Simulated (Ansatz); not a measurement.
# CH6Cl2GeSi: taking an electron away, part 2 of 2

Ansatz 0.2.0, Gaussian basis; unrestricted cation, the program's frozen cores in correlated methods. The steps go on from the part before.

### Step 7. Cation, UKS wB97M-V/def2-TZVPP

Input file in.yaml:

```yaml
crystal:
  periodic: [false, false, false]
  atoms:
    - {symbol: C, position_ang: [-1.733905, 0.420229, 0.561647]}
    - {symbol: Ge, position_ang: [-0.039297, 0.553615, -0.370407]}
    - {symbol: Si, position_ang: [1.660946, -1.086722, -0.052560]}
    - {symbol: Cl, position_ang: [-0.479774, 0.618252, -2.488284]}
    - {symbol: Cl, position_ang: [0.819315, 2.473748, 0.138992]}
    - {symbol: H, position_ang: [-2.231561, -0.510616, 0.287398]}
    - {symbol: H, position_ang: [-2.359475, 1.265354, 0.274287]}
    - {symbol: H, position_ang: [-1.563531, 0.443295, 1.638581]}
    - {symbol: H, position_ang: [2.042145, -1.110685, 1.382534]}
    - {symbol: H, position_ang: [2.821072, -0.710422, -0.894526]}
    - {symbol: H, position_ang: [1.129564, -2.413149, -0.457062]}
basis:
  gaussian: {orbitals: def2-TZVPP}
total_charge: 1
magnetization: {spin_polarized: true, initial_magnetization: 1}
hamiltonian: {xc: {name: wB97M-V}}
```

The run is started by

```sh
> ansatz run in.yaml --threads 2 --pin off --events-out ev --progress --plain --max-ram 32768MiB --backend cuda --devices 0, --max-vram 18GiB
```

The program printed:

```text
Functional definition: wB97M-V
  name "wB97M-V"
  cite "Mardirossian & Head-Gordon, J. Chem. Phys. 144, 214110 (2016) doi:10.1063/1.4952647"
  cite "Becke, J. Chem. Phys. 107, 8554 (1997) doi:10.1063/1.475007"
  cite "Vydrov & Van Voorhis, J. Chem. Phys. 133, 244103 (2010) doi:10.1063/1.3521275"
  # Of w^i u^j: cxij and so on, Table III.
  parameter omega = 0.3/bohr
  parameter cx = 0.15
  parameter cx01 = 1.007
  parameter cx10 = 0.259
  parameter css00 = 0.443
  parameter css04 = -1.437
  parameter css10 = -4.535
  parameter css20 = -3.390
  parameter css43 = 4.278
  parameter cos00 = 1.000
  parameter cos10 = 1.358
  parameter cos20 = 2.924
  parameter cos21 = -8.812
  parameter cos60 = -1.390
  parameter cos61 = 9.142
  parameter b = 6.0
  parameter c = 0.01
  gx(w, u) = 1 - cx + cx01*u + cx10*w
  gss(w, u) = css00 + css04*u^4 + css10*w + css20*w^2 + css43*w^4*u^3
  gos(w, u) = cos00 + cos10*w + (cos20 + cos21*u)*w^2 + (cos60 + cos61*u)*w^6
  exchange = spin_sum(e_x_unif_sr(omega)*gx(b97_w, b97_u_x)) + cx*exact_x_sr(omega) + exact_x_lr(omega)
  correlation = spin_sum(e_c_pw_mod_same_spin*gss(b97_w, b97_u_same))
      + integral(e_c_pw_mod_opposite_spin*gos(b97_w_opposite, b97_u_opposite)) + vv10(b, c)
1831 factors; their error is unknown
357 factors; integrals over basis functions are off by at most 2.2e-5 eV
mean field evaluation 1: about -90558.7511 eV, gradient 3.5e1 eV
mean field evaluation 2: about -90560.2156 eV, gradient 3.2e1 eV
mean field evaluation 4: about -90564.3030 eV, gradient 1.3e0 eV
mean field evaluation 8: about -90564.3340 eV, gradient 1.8e-1 eV
mean field evaluation 16: about -90564.5214 eV, gradient 5.3e-3 eV
mean field evaluation 32: about -90563.7567 eV, gradient 5.6e0 eV
mean field -90564.52141600 eV, -3328.1847752006 hartree, gradient 4.7e-5 eV, S^2 0.756009; 6 other end points of the search recorded, 0 dependent functions left out
reference -90564.52147346 eV, -3328.1847773122 hartree; 46, 45 occupied and 243, 244 virtual orbitals, 1831 factors
Total energy: -90564.52147346 eV, -3328.1847773122 hartree
```

It took 29 s on 1 × H100 (card shared with other runs) with 2 threads of AMD EPYC 7R13, shared host; peak host memory 1.1 GiB.

The neutral molecule at this level: -90574.6233 eV. Difference: 10.102 eV. ⟨S²⟩ = 0.756.

### Step 8. Cation, UKS B2PLYP (frozen core)/def2-TZVPP

Changes to in.yaml since step 7:

```diff
@@ -18,2 +18,2 @@
 magnetization: {spin_polarized: true, initial_magnetization: 1}
-hamiltonian: {xc: {name: wB97M-V}}
+hamiltonian: {xc: {name: B2PLYP}}
```

The command is unchanged.

The program printed:

```text
Functional definition: B2PLYP
  name "B2PLYP"
  cite "Grimme, J. Chem. Phys. 124, 034108 (2006) doi:10.1063/1.2148954"
  cite "Becke, Phys. Rev. A 38, 3098 (1988) doi:10.1103/PhysRevA.38.3098"
  cite "Lee, Yang & Parr, Phys. Rev. B 37, 785 (1988) doi:10.1103/PhysRevB.37.785"
  parameter a = 0.53
  parameter c = 0.27
  exchange = (1 - a)*b88_x + a*exact_x
  correlation = (1 - c)*lyp_c + c*(mp2_os + mp2_ss)
1703 factors; integrals over basis functions are off by at most 1.0e-3 eV
mean field evaluation 1: about -90534.8260 eV, gradient 3.6e1 eV
mean field evaluation 2: about -90534.9672 eV, gradient 3.6e1 eV
mean field evaluation 4: about -90540.6187 eV, gradient 3.9e0 eV
mean field evaluation 8: about -90540.6951 eV, gradient 4.6e-1 eV
mean field evaluation 16: about -90540.7002 eV, gradient 3.1e-2 eV
mean field evaluation 32: about -90540.7002 eV, gradient 6.6e-6 eV
mean field -90540.70024297 eV, -3327.3093632383 hartree, gradient 6.7e-6 eV, S^2 0.763136; 6 other end points of the search recorded, 0 dependent functions left out
25 core orbitals not correlated: weight in the atoms' cores, before any rotation towards them, 1.000 or more for the frozen orbitals, at most 0.000 for the correlated occupied ones
reference -90540.70045433 eV, -3327.3093710057 hartree; 21, 20 occupied and 243, 244 virtual orbitals, 1703 factors
second order -30.85390727 eV of doubles, -0.00000000 eV of singles
Total energy: -90549.03100929 eV, -3327.6155132539 hartree
```

Run time: 28 s. Hardware: 1 × H100 (card shared with other runs) with 2 threads of AMD EPYC 7R13, shared host; peak host memory 1.2 GiB.

The neutral molecule at this level: -90558.9531 eV. Difference: 9.922 eV. ⟨S²⟩ = 0.763.

### Step 9. Cation, UHF-CCSD(T)/def2-TZVPP

Changes to in.yaml since step 8:

```diff
@@ -18,2 +18,3 @@
 magnetization: {spin_polarized: true, initial_magnetization: 1}
-hamiltonian: {xc: {name: B2PLYP}}
+correlation: {method: ccsd_t}
+scf: {omitted_lower_state_checks: [cluster_reference]}
```

Same command.

The program printed:

```text
Functional definition: HF
  name "HF"
  cite "Fock, Z. Phys. 61, 126 (1930) doi:10.1007/BF01340294"
  parent pbe
  exchange = exact_x
  correlation = 0
these checks for a lower state are left out or cut short: cluster_reference
1703 factors; integrals over basis functions are off by at most 1.0e-3 eV
mean field evaluation 1: about -90459.3036 eV, gradient 2.5e1 eV
mean field evaluation 2: about -90459.3093 eV, gradient 2.5e1 eV
mean field evaluation 4: about -90463.1966 eV, gradient 3.5e0 eV
mean field evaluation 8: about -90463.3097 eV, gradient 2.4e-1 eV
mean field evaluation 16: about -90463.0569 eV, gradient 1.4e0 eV
mean field evaluation 32: about -90463.0695 eV, gradient 3.5e0 eV
mean field evaluation 64: about -90462.3378 eV, gradient 1.4e1 eV
mean field -90463.31332691 eV, -3324.4654465280 hartree, gradient 2.0e-6 eV, S^2 0.776928; 6 other end points of the search recorded, 0 dependent functions left out
25 core orbitals not correlated: weight in the atoms' cores, before any rotation towards them, 1.000 or more for the frozen orbitals, at most 0.000 for the correlated occupied ones
reference -90463.31332691 eV, -3324.4654465280 hartree; 21, 20 occupied and 243, 244 virtual orbitals, 1703 factors
second order -24.90879529 eV of doubles, -0.00000000 eV of singles
cycle   1  -25.75850302 eV  change   -8.5e-1 eV  update   1.3e-1
cycle   2  -26.49608041 eV  change   -7.4e-1 eV  update   4.1e-2
cycle   3  -26.67397327 eV  change   -1.8e-1 eV  update   3.4e-2
cycle   4  -26.66213491 eV  change    1.2e-2 eV  update   1.7e-2
cycle   5  -26.66256899 eV  change   -4.3e-4 eV  update   1.3e-2
cycle   6  -26.67234621 eV  change   -9.8e-3 eV  update   7.1e-3
cycle   7  -26.67430721 eV  change   -2.0e-3 eV  update   3.2e-3
cycle   8  -26.67609863 eV  change   -1.8e-3 eV  update   1.4e-3
cycle   9  -26.67621693 eV  change   -1.2e-4 eV  update   1.0e-3
cycle  10  -26.67529645 eV  change    9.2e-4 eV  update   7.4e-4
cycle  11  -26.67559565 eV  change   -3.0e-4 eV  update   5.8e-4
cycle  12  -26.67586506 eV  change   -2.7e-4 eV  update   2.6e-4
cycle  13  -26.67594030 eV  change   -7.5e-5 eV  update   1.8e-4
cycle  14  -26.67600902 eV  change   -6.9e-5 eV  update   6.7e-5
cycle  15  -26.67589245 eV  change    1.2e-4 eV  update   4.4e-5
cycle  16  -26.67591357 eV  change   -2.1e-5 eV  update   1.8e-5
perturbative correction -1.18959551 eV, -0.0437168286 hartree
Total energy: -90491.17883599 eV, -3325.4894850988 hartree
Checks for a lower state left out: cluster_reference
```

Run time: 48 s. Hardware: 1 × H100 (card shared with other runs) with 2 threads of AMD EPYC 7R13, shared host; peak host memory 0.88 GiB.

The neutral molecule at this level: -90501.3122 eV. Difference: 10.133 eV. ⟨S²⟩ = 0.777. T1 = 0.023 (report).

### Step 10. Cation, UHF-MP2/def2-QZVPP

Changes to in.yaml since step 9:

```diff
@@ -15,6 +15,6 @@
 basis:
-  gaussian: {orbitals: def2-TZVPP}
+  gaussian: {orbitals: "def2-QZVPP.json"}
 total_charge: 1
 magnetization: {spin_polarized: true, initial_magnetization: 1}
-correlation: {method: ccsd_t}
+correlation: {method: mp2}
 scf: {omitted_lower_state_checks: [cluster_reference]}
```

Launched as before.

The program printed:

```text
Functional definition: HF
  name "HF"
  cite "Fock, Z. Phys. 61, 126 (1930) doi:10.1007/BF01340294"
  parent pbe
  exchange = exact_x
  correlation = 0
these checks for a lower state are left out or cut short: cluster_reference
3217 factors; integrals over basis functions are off by at most 9.5e-4 eV
mean field evaluation 1: about -90461.2333 eV, gradient 2.6e1 eV
mean field evaluation 2: about -90461.2439 eV, gradient 2.6e1 eV
mean field evaluation 4: about -90465.3215 eV, gradient 3.7e0 eV
mean field evaluation 8: about -90465.4380 eV, gradient 5.6e-1 eV
mean field evaluation 16: about -90465.4473 eV, gradient 1.9e-5 eV
mean field evaluation 32: about -90464.6504 eV, gradient 2.0e0 eV
mean field evaluation 64: about -90465.3992 eV, gradient 1.6e0 eV
mean field -90465.44725316 eV, -3324.5438668713 hartree, gradient 1.9e-6 eV, S^2 0.776933; 5 other end points of the search recorded, 0 dependent functions left out
25 core orbitals not correlated: weight in the atoms' cores, before any rotation towards them, 1.000 or more for the frozen orbitals, at most 0.000 for the correlated occupied ones
reference -90465.44725316 eV, -3324.5438668713 hartree; 21, 20 occupied and 490, 491 virtual orbitals, 3217 factors
second order -33.61466018 eV of doubles, -0.00000000 eV of singles
Total energy: -90499.06191334 eV, -3325.7791828479 hartree
Checks for a lower state left out: cluster_reference
```

It took 20 s on 1 × H100 (card shared with other runs) with 2 threads of AMD EPYC 7R13, shared host; peak host memory 1.2 GiB.

The neutral molecule at this level: -90509.3905 eV. Difference: 10.329 eV. ⟨S²⟩ = 0.777.

### Step 11. Extrapolating to the complete basis

This step is arithmetic on the last runs, with X = 3 and 4: exp(−7.88√X) for Hartree-Fock, X^−2.97 for correlation; only MP2 was run in the larger set, so CCSD(T) minus MP2 is added from the smaller one.

| level | energy at the limit (eV) |
| --- | --- |
| HF | -90465.7412 |
| MP2 | -90505.8046 |
| CCSD | -90507.5717 |
| CCSD(T) | -90508.7613 |

This is no true limit for total energies: MP2 correlation changes by a factor of 1.35 from triple to quadruple zeta (about 1.07 in light molecules), because outer-core shells are correlated in sets not made for them. Much of that cancels between molecule and atoms or ions.

The neutral's limit, from its own earlier runs, is -90519.0370 eV in the additive form (MP2 limit plus CCSD(T) minus MP2 in triple zeta), in which the cation has -90508.7613 eV.

### Step 12. The ladder

Differences are taken before rounding.

| method | ionisation energy (eV) | from CCSD(T)/CBS (eV) | time |
| --- | --- | --- | --- |
| PBE-D4 | 9.47 | -0.80 | 24 s |
| r2SCAN-D4 | 9.68 | -0.60 | 20 s |
| PBE0-D4 | 9.88 | -0.40 | 21 s |
| B3LYP-D4 | 9.84 | -0.43 | 21 s |
| ωB97X-V | 10.18 | -0.09 | 29 s |
| ωB97M-V | 10.10 | -0.17 | 37 s |
| B2PLYP | 9.92 | -0.35 | 35 s |
| HF/def2-TZVPP | 9.76 | -0.51 |  |
| MP2/def2-TZVPP | 10.25 | -0.02 |  |
| CCSD/def2-TZVPP | 10.22 | -0.05 |  |
| CCSD(T)/def2-TZVPP | 10.13 | -0.14 | 59 s |
| CCSD(T)/CBS | 10.28 | 0 | 87 s |

Among the levels timed on like hardware and quicker than the yardstick, those that no quicker one beats, quickest first: r2SCAN-D4 (20 s, -0.60 eV); PBE0-D4 (21 s, -0.40 eV); ωB97X-V (29 s, -0.09 eV).

Times add the cation's run and the neutral's; HF, MP2 and CCSD come out of the CCSD(T) runs.

For comparison, −ε(HOMO) of the neutral from earlier runs:

| functional | −ε(HOMO) (eV) | by energy difference (eV) |
| --- | --- | --- |
| LDA (SPW92) | 7.01 |  |
| PBE-D4 | 6.89 | 9.47 |
| revPBE-D4 | 6.85 |  |
| BLYP-D4 | 6.74 |  |
| r2SCAN-D4 | 7.19 | 9.68 |
| B97M-V | 7.32 |  |
| PBE0-D4 | 8.09 | 9.88 |
| B3LYP-D4 | 7.86 | 9.84 |
| r2SCANh-D4 | 7.62 |  |
| r2SCAN0-D4 | 8.27 |  |
| HSE06-D4 | 7.70 |  |
| BHLYP-D4 | 9.15 |  |
| CAM-B3LYP-D4 | 9.36 |  |
| LC-ωPBE | 10.67 |  |
| ωB97X-V | 10.34 | 10.18 |
| ωB97M-V | 10.14 | 10.10 |

### Step 13. Results

What follows sums up all 2 parts.

```
                        quantity               value
  ionisation energy, CCSD(T)/CBS            10.28 eV
nearest functional by difference  ωB97X-V (-0.09 eV)
                nearest −ε(HOMO)  ωB97X-V (+0.06 eV)
                 −ε(HOMO) of PBE             6.89 eV
                T1 of the cation               0.023
```

In words: By cation minus neutral, the functionals miss by 0.80 eV at most. −ε(HOMO) of PBE misses by 3.4 eV, since self-interaction lifts the level. Among orbital estimates ωB97X-V comes nearest. Hartree-Fock falls 0.51 eV short, as the neutral has more correlation energy than the cation. Correlated methods include outer-core shells of Ge, which these sets cover unevenly. With outer-core shells in play the reference is unsure by up to some tenths of an eV, so close misses can't be ranked.

ωB97X-V reaches 0.09 eV from the reference in 29 s, where CCSD(T)/CBS took 87 s; the quickest level in the cost chart, r2SCAN-D4, takes 20 s and misses by 0.60 eV.
